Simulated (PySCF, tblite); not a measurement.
# C₄H₁₁BO₂Si: geometry, infrared bands and NMR shifts

Wanted: the infrared bands and NMR shifts of C₄H₁₁BO₂Si (`[SiH3]OB1CCCOC1`), by calculation.

Programs: tblite 0.8.0 and PySCF 2.14.0, with density-fitted response routines of our own. Each step states its level of theory. These are calculated values for one molecule in the gas phase, unless marked as measured. Atoms count from 0, in the outputs and in this text.

## 1. Starting geometry

19 atoms, charge 0, multiplicity 1; geometry from: force field or distance geometry start.

Bonds of the start (Å): Si0–O1 1.72, O1–B2 1.46, B2–C3 1.60, C3–C4 1.52, C4–C5 1.50, C5–O6 1.40, O6–C7 1.39, C7–B2 1.61, Si0–H8 1.48, Si0–H9 1.47, Si0–H10 1.47, C3–H11 1.12, C3–H12 1.08, C4–H13 1.10, C4–H14 1.13, C5–H15 1.13, C5–H16 1.11, C7–H17 1.10, C7–H18 1.12.

## 2. Optimising the geometry with GFN2-xTB

The job: settings as JSON, then the geometry in Å.

```
{"job": {"kind": "relax", "xc": "GFN2-xTB", "basis": "xTB"}, "charge": 0, "multiplicity": 1}
Si     2.972400    -0.094800     0.103000
O      1.674900    -0.982100    -0.589700
B      0.370800    -0.493000    -0.153000
C     -0.957600    -1.157600    -0.760100
C     -2.140100    -0.296400    -0.334400
C     -1.738100     0.401800     0.936600
O     -0.950200     1.497700     0.550600
C      0.273900     1.099400     0.027300
H      2.649900     0.412700     1.458500
H      3.422300     0.997900    -0.779700
H      4.117700    -0.998000     0.298300
H     -1.142000    -2.172400    -0.330500
H     -0.957800    -1.165700    -1.844200
H     -3.044500    -0.892300    -0.134900
H     -2.326400     0.478300    -1.129400
H     -1.115000    -0.315600     1.542400
H     -2.651700     0.706700     1.483500
H      1.096700     1.484000     0.651300
H      0.434900     1.498800    -1.002900
```

Launch:

```sh
$ OMP_NUM_THREADS=1 python probes_run.py task.json out
```

One launch serves the whole session: the jobs run in the order shown.

**Question.** This job is followed by: GFN2-xTB harmonic vibrations, gas phase; GIAO PBE0/pcSseg-1 NMR shielding, non-relativistic, gas phase. What will the session give for the following? strongest single infrared mode (GFN2-xTB); zero-point energy (GFN2-xTB); 13C shifts against TMS (PBE0/pcSseg-1); 1H shifts against TMS (PBE0/pcSseg-1, means over atoms taken as alike); 29Si shifts against TMS (PBE0/pcSseg-1); 17O shifts against H2O (PBE0/pcSseg-1); 11B shifts against BF3·OEt2 (PBE0/pcSseg-1).

The runs gave:

```
                                                              quantity                             value
                             strongest single infrared mode (GFN2-xTB)             1403 cm⁻¹, 720 km/mol
                                          zero-point energy (GFN2-xTB)                     91.5 kcal/mol
                                13C shifts against TMS (PBE0/pcSseg-1)        71.5, 68.7, 29.0, 20.1 ppm
1H shifts against TMS (PBE0/pcSseg-1, means over atoms taken as alike)  5.23, 3.66, 3.63, 1.68, 0.92 ppm
                               29Si shifts against TMS (PBE0/pcSseg-1)                         -45.7 ppm
                                17O shifts against H2O (PBE0/pcSseg-1)                   147.2, 22.5 ppm
                           11B shifts against BF3·OEt2 (PBE0/pcSseg-1)                          51.3 ppm
```

**Reading.** The optimisation took 134 steps and gained 1.536 eV; among the close pairs (by a distance rule), O1–B2 changed most, from 1.460 to 1.321 Å. All 51 modes are real, so the xTB geometry is a minimum. The strongest single mode, at 1403 cm⁻¹, moves mainly B2 and O1. Unscaled tight-binding wavenumbers are off by several per cent, some by more. Its intensities can rank the bands wrongly. At PBE0/pcSseg-1: Shielding is most anisotropic at O1 (span 347 ppm, paramagnetic term -206 ppm).
